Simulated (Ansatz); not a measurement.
Born–Oppenheimer molecular dynamics of a periodic cell of 17 atoms, W8C9 (surface WC(001), adsorbate C). It starts from a relaxed structure.

Method: DFT PBE, scalar-relativistic, plane waves, PAW (Ansatz 0.2.0). Settings: PAW set soft_1, cutoff 420 eV, k mesh 2x2x1, fermi-dirac smearing 0.05 eV, no spin polarisation.

```
ensemble        : NVT, Nosé–Hoover chain
time step       : 1.5 fs
steps asked     : 120
set temperature : 1200 K
thermostat      : time constant 100 fs, chain length 1
atoms held      : 1, 5, 9, 13
seed            : 17923
```

Frames 3 fs apart, positions in Å, forces in eV/Å.

Velocities at 105.0 fs (Å/ps):

```
W 0.00 0.00 0.00
C -11.90 -2.77 -2.84
W -1.33 -0.04 1.38
C -6.85 -8.22 -17.14
W 0.00 0.00 0.00
C 9.11 3.86 -0.51
W 2.18 -0.34 3.51
C -9.67 -0.75 6.74
W 0.00 0.00 0.00
C -4.94 6.97 -5.02
W -0.59 1.14 1.92
C -5.87 9.16 1.49
W 0.00 0.00 0.00
C -6.30 6.51 0.32
W 0.95 0.57 -2.72
C -0.16 4.23 -10.89
C -3.42 8.79 9.57
```

```xyz
17
Lattice="5.7958 0.0000 0.0000 -2.8979 5.0193 0.0000 0.0000 0.0000 15.2433" Properties=species:S:1:pos:R:3:forces:R:3 time_fs=105.0 energy_less_start_eV=1.375 T=724
W 0.000 0.000 1.000 0.09 -0.27 -1.89
C 1.505 0.895 2.204 -1.02 -0.56 1.79
W -0.071 0.103 3.664 2.30 -0.11 -1.09
C 1.169 0.965 5.241 -0.26 -1.88 -0.64
W -1.449 2.510 1.000 0.25 1.36 0.66
C -0.046 3.470 2.647 0.63 -0.72 -3.07
W -1.425 2.539 3.973 -1.70 2.24 0.15
C -0.030 3.519 5.073 -0.54 -0.08 1.36
W 2.898 0.000 1.000 -0.25 -0.62 0.69
C 4.296 0.912 2.220 0.88 -0.90 1.59
W 2.935 0.142 3.987 -2.19 0.05 -0.20
C 4.544 0.836 5.180 -0.55 0.32 0.40
W 1.449 2.510 1.000 -0.13 0.98 0.77
C 2.906 3.260 2.329 -0.25 1.35 0.22
W 1.417 2.642 4.047 1.34 -0.67 -0.49
C 2.771 3.767 5.261 1.04 -0.40 -0.66
C 2.864 5.188 5.706 0.35 -0.09 0.40
17
Lattice="5.7958 0.0000 0.0000 -2.8979 5.0193 0.0000 0.0000 0.0000 15.2433" Properties=species:S:1:pos:R:3:forces:R:3 time_fs=108.0 energy_less_start_eV=1.227 T=834
W 0.000 0.000 1.000 -0.09 -0.26 -2.02
C 1.466 0.885 2.202 -0.38 -0.37 1.77
W -0.074 0.103 3.668 1.75 0.10 -1.05
C 1.147 0.933 5.188 0.27 -1.24 0.09
W -1.449 2.510 1.000 0.13 1.55 0.61
C -0.017 3.479 2.635 0.28 -0.82 -2.85
W -1.419 2.539 3.984 -1.88 2.72 -0.19
C -0.061 3.517 5.098 -0.03 -0.10 0.85
W 2.898 0.000 1.000 -0.39 -0.53 0.78
C 4.284 0.930 2.211 1.00 -1.18 1.75
W 2.933 0.146 3.993 -2.34 -0.21 -0.20
C 4.525 0.864 5.186 0.07 -0.30 0.57
W 1.449 2.510 1.000 -0.25 1.01 0.80
C 2.886 3.284 2.330 0.03 1.02 0.14
W 1.420 2.643 4.039 0.92 -0.48 -0.43
C 2.774 3.778 5.226 0.87 -0.31 0.06
C 2.855 5.213 5.735 0.03 -0.61 -0.67
17
Lattice="5.7958 0.0000 0.0000 -2.8979 5.0193 0.0000 0.0000 0.0000 15.2433" Properties=species:S:1:pos:R:3:forces:R:3 time_fs=111.0 energy_less_start_eV=1.182 T=887
W 0.000 0.000 1.000 -0.28 -0.23 -2.12
C 1.423 0.872 2.212 0.38 -0.06 1.53
W -0.077 0.103 3.672 1.05 0.23 -1.23
C 1.128 0.893 5.134 0.91 -0.37 0.95
W -1.449 2.510 1.000 0.02 1.58 0.67
C 0.015 3.482 2.601 -0.05 -0.85 -2.39
W -1.414 2.539 3.994 -1.97 3.12 -0.46
C -0.092 3.514 5.129 0.45 -0.04 0.20
W 2.898 0.000 1.000 -0.48 -0.37 0.94
C 4.280 0.939 2.214 0.94 -1.21 1.64
W 2.929 0.149 3.998 -2.41 -0.63 -0.20
C 4.506 0.890 5.197 0.63 -0.89 0.65
W 1.449 2.510 1.000 -0.37 0.98 0.92
C 2.867 3.316 2.333 0.30 0.56 0.03
W 1.424 2.645 4.030 0.47 -0.37 -0.40
C 2.784 3.788 5.191 0.63 -0.42 0.80
C 2.846 5.235 5.760 -0.22 -1.02 -1.51
17
Lattice="5.7958 0.0000 0.0000 -2.8979 5.0193 0.0000 0.0000 0.0000 15.2433" Properties=species:S:1:pos:R:3:forces:R:3 time_fs=114.0 energy_less_start_eV=1.263 T=865
W 0.000 0.000 1.000 -0.45 -0.17 -2.16
C 1.383 0.858 2.235 1.17 0.31 1.11
W -0.079 0.103 3.675 0.28 0.27 -1.62
C 1.115 0.849 5.087 1.51 0.55 1.85
W -1.449 2.510 1.000 -0.06 1.45 0.83
C 0.048 3.479 2.550 -0.38 -0.82 -1.73
W -1.409 2.542 4.005 -1.99 3.33 -0.61
C -0.121 3.510 5.162 0.85 0.07 -0.48
W 2.898 0.000 1.000 -0.51 -0.17 1.12
C 4.282 0.940 2.229 0.72 -1.02 1.27
W 2.925 0.152 4.004 -2.35 -1.08 -0.20
C 4.491 0.911 5.212 0.97 -1.31 0.58
W 1.449 2.510 1.000 -0.44 0.89 1.05
C 2.849 3.353 2.336 0.52 0.00 -0.08
W 1.427 2.646 4.021 0.06 -0.31 -0.40
C 2.798 3.794 5.162 0.34 -0.70 1.43
C 2.835 5.250 5.775 -0.25 -1.29 -1.96
17
Lattice="5.7958 0.0000 0.0000 -2.8979 5.0193 0.0000 0.0000 0.0000 15.2433" Properties=species:S:1:pos:R:3:forces:R:3 time_fs=117.0 energy_less_start_eV=1.415 T=802
W 0.000 0.000 1.000 -0.55 -0.04 -2.14
C 1.351 0.847 2.265 1.84 0.67 0.56
W -0.081 0.103 3.677 -0.38 0.22 -2.01
C 1.112 0.808 5.052 1.89 1.32 2.65
W -1.449 2.510 1.000 -0.10 1.22 1.02
C 0.077 3.470 2.486 -0.71 -0.78 -0.91
W -1.406 2.546 4.016 -1.95 3.28 -0.61
C -0.144 3.507 5.193 1.14 0.18 -1.09
W 2.898 0.000 1.000 -0.47 0.07 1.25
C 4.289 0.933 2.253 0.38 -0.67 0.69
W 2.919 0.155 4.010 -2.13 -1.44 -0.18
C 4.483 0.922 5.231 1.04 -1.47 0.34
W 1.449 2.510 1.000 -0.43 0.77 1.12
C 2.834 3.390 2.338 0.69 -0.61 -0.16
W 1.432 2.647 4.012 -0.29 -0.28 -0.40
C 2.815 3.795 5.142 0.05 -0.96 1.84
C 2.822 5.255 5.776 -0.03 -1.46 -1.96
17
Lattice="5.7958 0.0000 0.0000 -2.8979 5.0193 0.0000 0.0000 0.0000 15.2433" Properties=species:S:1:pos:R:3:forces:R:3 time_fs=120.0 energy_less_start_eV=1.536 T=755
W 0.000 0.000 1.000 -0.55 0.13 -2.05
C 1.331 0.840 2.300 2.28 0.93 -0.04
W -0.084 0.103 3.678 -0.67 0.10 -2.16
C 1.123 0.777 5.036 1.82 1.78 3.07
W -1.449 2.510 1.000 -0.10 0.97 1.20
C 0.103 3.455 2.413 -1.06 -0.71 0.00
W -1.403 2.551 4.026 -1.86 2.99 -0.48
C -0.159 3.505 5.216 1.32 0.25 -1.55
W 2.898 0.000 1.000 -0.41 0.31 1.29
C 4.299 0.922 2.283 -0.01 -0.24 0.02
W 2.912 0.157 4.016 -1.78 -1.65 -0.14
C 4.482 0.923 5.254 0.85 -1.37 -0.06
W 1.449 2.510 1.000 -0.32 0.60 1.05
C 2.825 3.423 2.340 0.80 -1.18 -0.20
W 1.435 2.648 4.002 -0.56 -0.29 -0.36
C 2.832 3.790 5.136 -0.21 -1.06 1.92
C 2.809 5.250 5.762 0.45 -1.54 -1.52
17
Lattice="5.7958 0.0000 0.0000 -2.8979 5.0193 0.0000 0.0000 0.0000 15.2433" Properties=species:S:1:pos:R:3:forces:R:3 time_fs=123.0 energy_less_start_eV=1.562 T=764
W 0.000 0.000 1.000 -0.44 0.33 -1.93
C 1.327 0.839 2.335 2.41 1.04 -0.57
W -0.086 0.104 3.678 -0.40 -0.04 -1.95
C 1.147 0.757 5.042 1.23 1.85 2.94
W -1.449 2.510 1.000 -0.09 0.74 1.30
C 0.120 3.435 2.340 -1.39 -0.59 0.93
W -1.401 2.558 4.036 -1.77 2.52 -0.28
C -0.165 3.505 5.228 1.42 0.25 -1.82
W 2.898 0.000 1.000 -0.34 0.54 1.23
C 4.310 0.908 2.314 -0.38 0.17 -0.64
W 2.904 0.158 4.021 -1.38 -1.71 -0.06
C 4.488 0.914 5.276 0.47 -1.04 -0.54
W 1.449 2.510 1.000 -0.10 0.38 0.83
C 2.821 3.448 2.340 0.83 -1.63 -0.21
W 1.439 2.649 3.992 -0.73 -0.35 -0.22
C 2.849 3.776 5.143 -0.43 -0.93 1.65
C 2.799 5.234 5.738 1.07 -1.53 -0.68
17
Lattice="5.7958 0.0000 0.0000 -2.8979 5.0193 0.0000 0.0000 0.0000 15.2433" Properties=species:S:1:pos:R:3:forces:R:3 time_fs=126.0 energy_less_start_eV=1.499 T=827
W 0.000 0.000 1.000 -0.27 0.49 -1.78
C 1.341 0.846 2.366 2.20 0.97 -0.95
W -0.089 0.104 3.678 0.35 -0.17 -1.55
C 1.181 0.751 5.069 0.30 1.59 2.31
W -1.449 2.510 1.000 -0.10 0.56 1.32
C 0.129 3.410 2.272 -1.67 -0.37 1.79
W -1.400 2.567 4.047 -1.71 1.95 -0.12
C -0.160 3.506 5.227 1.44 0.18 -1.88
W 2.898 0.000 1.000 -0.29 0.75 1.10
C 4.317 0.896 2.340 -0.65 0.49 -1.18
W 2.895 0.159 4.027 -0.96 -1.61 0.03
C 4.497 0.898 5.295 0.06 -0.62 -0.97
W 1.449 2.510 1.000 0.23 0.13 0.49
C 2.823 3.462 2.338 0.80 -1.86 -0.17
W 1.443 2.649 3.982 -0.81 -0.46 0.05
C 2.862 3.756 5.162 -0.56 -0.66 1.08
C 2.797 5.207 5.708 1.63 -1.35 0.43
17
Lattice="5.7958 0.0000 0.0000 -2.8979 5.0193 0.0000 0.0000 0.0000 15.2433" Properties=species:S:1:pos:R:3:forces:R:3 time_fs=129.0 energy_less_start_eV=1.388 T=921
W 0.000 0.000 1.000 -0.11 0.59 -1.62
C 1.371 0.861 2.392 1.67 0.71 -1.15
W -0.092 0.104 3.676 1.26 -0.28 -1.19
C 1.217 0.756 5.113 -0.66 1.15 1.39
W -1.449 2.510 1.000 -0.16 0.40 1.24
C 0.125 3.382 2.216 -1.81 -0.07 2.47
W -1.400 2.576 4.057 -1.67 1.33 -0.09
C -0.145 3.509 5.212 1.36 0.06 -1.70
W 2.898 0.000 1.000 -0.23 0.90 0.97
C 4.321 0.886 2.359 -0.77 0.66 -1.50
W 2.886 0.159 4.033 -0.52 -1.39 0.10
C 4.506 0.876 5.307 -0.14 -0.28 -1.22
W 1.449 2.510 1.000 0.61 -0.12 0.13
C 2.831 3.463 2.335 0.72 -1.83 -0.09
W 1.446 2.650 3.972 -0.79 -0.60 0.38
C 2.872 3.731 5.189 -0.57 -0.37 0.37
C 2.807 5.169 5.681 1.82 -0.87 1.51
17
Lattice="5.7958 0.0000 0.0000 -2.8979 5.0193 0.0000 0.0000 0.0000 15.2433" Properties=species:S:1:pos:R:3:forces:R:3 time_fs=132.0 energy_less_start_eV=1.268 T=1025
W 0.000 0.000 1.000 0.01 0.62 -1.45
C 1.414 0.880 2.409 0.92 0.34 -1.18
W -0.095 0.104 3.674 2.05 -0.35 -0.90
C 1.249 0.769 5.168 -1.37 0.60 0.40
W -1.449 2.510 1.000 -0.28 0.26 1.09
C 0.108 3.354 2.178 -1.72 0.27 2.87
W -1.400 2.586 4.068 -1.64 0.68 -0.23
C -0.120 3.512 5.185 1.17 -0.09 -1.27
W 2.898 0.000 1.000 -0.19 0.98 0.89
C 4.319 0.881 2.367 -0.71 0.66 -1.57
W 2.876 0.158 4.039 -0.09 -1.04 0.10
C 4.515 0.853 5.310 -0.05 -0.12 -1.25
W 1.449 2.510 1.000 0.90 -0.29 -0.15
C 2.844 3.450 2.331 0.60 -1.52 0.01
W 1.449 2.650 3.961 -0.68 -0.78 0.72
C 2.878 3.702 5.219 -0.46 -0.15 -0.33
C 2.829 5.124 5.665 1.53 -0.07 2.23
17
Lattice="5.7958 0.0000 0.0000 -2.8979 5.0193 0.0000 0.0000 0.0000 15.2433" Properties=species:S:1:pos:R:3:forces:R:3 time_fs=135.0 energy_less_start_eV=1.185 T=1111
W 0.000 0.000 1.000 0.06 0.58 -1.28
C 1.464 0.903 2.418 0.08 -0.07 -1.10
W -0.096 0.104 3.672 2.56 -0.41 -0.58
C 1.272 0.787 5.227 -1.72 0.03 -0.49
W -1.449 2.510 1.000 -0.42 0.12 0.87
C 0.078 3.326 2.159 -1.31 0.59 2.96
W -1.401 2.597 4.079 -1.62 0.04 -0.56
C -0.086 3.515 5.149 0.87 -0.26 -0.59
W 2.898 0.000 1.000 -0.15 0.95 0.86
C 4.311 0.881 2.363 -0.47 0.50 -1.38
W 2.866 0.156 4.045 0.34 -0.60 0.01
C 4.524 0.827 5.304 0.18 -0.05 -1.07
W 1.449 2.510 1.000 1.01 -0.34 -0.24
C 2.862 3.426 2.328 0.42 -1.01 0.12
W 1.451 2.650 3.951 -0.49 -0.96 1.01
C 2.881 3.672 5.248 -0.26 0.03 -0.88
C 2.863 5.079 5.664 0.91 0.85 2.34
17
Lattice="5.7958 0.0000 0.0000 -2.8979 5.0193 0.0000 0.0000 0.0000 15.2433" Properties=species:S:1:pos:R:3:forces:R:3 time_fs=138.0 energy_less_start_eV=1.202 T=1138
W 0.000 0.000 1.000 0.07 0.49 -1.12
C 1.516 0.925 2.420 -0.72 -0.44 -0.97
W -0.096 0.104 3.669 2.79 -0.45 -0.19
C 1.283 0.806 5.284 -1.72 -0.50 -1.22
W -1.449 2.510 1.000 -0.55 0.00 0.61
C 0.038 3.303 2.161 -0.62 0.84 2.77
W -1.403 2.608 4.089 -1.57 -0.54 -1.04
C -0.045 3.516 5.107 0.49 -0.45 0.26
W 2.898 0.000 1.000 -0.12 0.84 0.85
C 4.300 0.885 2.350 -0.13 0.22 -0.99
W 2.857 0.155 4.052 0.71 -0.09 -0.16
C 4.534 0.801 5.291 0.35 0.02 -0.73
W 1.449 2.510 1.000 0.91 -0.26 -0.14
C 2.883 3.395 2.325 0.19 -0.37 0.22
W 1.454 2.649 3.941 -0.22 -1.16 1.19
C 2.881 3.641 5.271 -0.02 0.32 -1.18
C 2.904 5.038 5.680 0.17 1.54 1.82
```

Of the whole run (180 fs, mean temperature of the second half 871 K): The conserved energy stayed within 1 meV per atom of its start (net change 0.85 meV per atom), so the integration is sound. The mean temperature of the second half is 27 % below the set value. A run of 0.18 ps of so small a system gives no equilibrium averages. Limits of this set-up: coarse k mesh, thin slab, slab without dipole correction.

Time of the run: 14 min on 1 thread of Arm Neoverse V1 (shared host), peak memory 0.72 GiB.
